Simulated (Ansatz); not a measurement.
Write a Python script for the Python package of Ansatz (0.2.0) that makes a rigid scan of one bond length of H4O2Si2, SMILES O[Si]O[SiH3]. Use (for the species named): PBE, cc-pVDZ basis, multiplicity 1.

```tsv
atom	x (Å)	y (Å)	z (Å)
O	-0.5243	2.0425	-1.8819
Si	-0.3110	1.7064	-0.3036
O	-0.0787	0.0809	-0.2112
Si	0.3529	-1.0533	0.9550
H	-0.5378	1.3312	-2.5289
H	-0.8209	-1.0657	1.9529
H	1.5756	-0.7195	1.6483
H	0.4363	-2.3797	0.3135
```

`h4o2si2_scan.py`
```python
"""Stretching a bond of H4O2Si2, the rest held rigid."""

import ansatz
import numpy as np


def main() -> None:
    geometry_ang = [
        ("O", [-0.5243, 2.0425, -1.8819]),
        ("Si", [-0.311, 1.7064, -0.3036]),
        ("O", [-0.0787, 0.0809, -0.2112]),
        ("Si", [0.3529, -1.0533, 0.955]),
        ("H", [-0.5378, 1.3312, -2.5289]),
        ("H", [-0.8209, -1.0657, 1.9529]),
        ("H", [1.5756, -0.7195, 1.6483]),
        ("H", [0.4363, -2.3797, 0.3135]),
    ]
    h4o2si2 = ansatz.Crystal.molecule()
    for symbol, xyz in geometry_ang:
        h4o2si2 = h4o2si2.atom(symbol, xyz)

    symbols = [site.symbol for site in h4o2si2.cartesian_sites]
    start = np.array([site.position_ang for site in h4o2si2.cartesian_sites])
    axis = (start[5] - start[3]) / np.linalg.norm(start[5] - start[3])
    moving = [5]
    lengths, energies = [1.31, 1.42, 1.54, 1.69, 1.93, 2.31, 2.77, 3.39], []
    for length in lengths:
        xyz = start.copy()
        xyz[moving] += (length - np.linalg.norm(start[5] - start[3])) * axis
        point = ansatz.Crystal.molecule()
        for symbol, place in zip(symbols, xyz):
            point = point.atom(symbol, place.tolist())
        job = (
            point.calculation()
            .basis(gaussian="cc-pVDZ")
            .functional("pbe")
            .spin("collinear")
        )
        summary = job.run(threads=1, pin="off").report
        energies.append(summary["free_energy_ev"])
        print(f"r = {length:6.3f} A  E = {energies[-1]:.5f} eV  <S^2> = {abs(summary['mean_field']['state']['spin_squared']):.3f}")

    print("energy above the lowest point (eV):", [round(e - min(energies), 3) for e in energies])


if __name__ == "__main__":
    main()
```

Output of `python h4o2si2_scan.py`:
```text
r =  1.310 A  E = -19903.19924 eV  <S^2> = 0.000
r =  1.420 A  E = -19903.56781 eV  <S^2> = 0.000
r =  1.540 A  E = -19903.63897 eV  <S^2> = 0.000
r =  1.690 A  E = -19903.44031 eV  <S^2> = 0.000
r =  1.930 A  E = -19902.81660 eV  <S^2> = 0.000
r =  2.310 A  E = -19901.68347 eV  <S^2> = 0.000
r =  2.770 A  E = -19900.53521 eV  <S^2> = 0.071
r =  3.390 A  E = -19899.90403 eV  <S^2> = 0.832
energy above the lowest point (eV): [0.44, 0.071, 0.0, 0.199, 0.822, 1.956, 3.104, 3.735]
```

Reading the output:
- Total energies depend on the basis set; only differences at equal settings carry meaning.
- The rest of the molecule is held rigid at a force-field or estimated start geometry, and the basis set is modest; single-reference methods fail as a bond breaks.
- The expectation value of S² is noticeably off S(S+1) in at least one run, so that state is spin-contaminated.
- Run time: 70 s on 1 thread of Arm Neoverse N1, on a shared host, peak memory 0.26 GiB.

(Lines on the test bed's own set-up are left out of the output.)
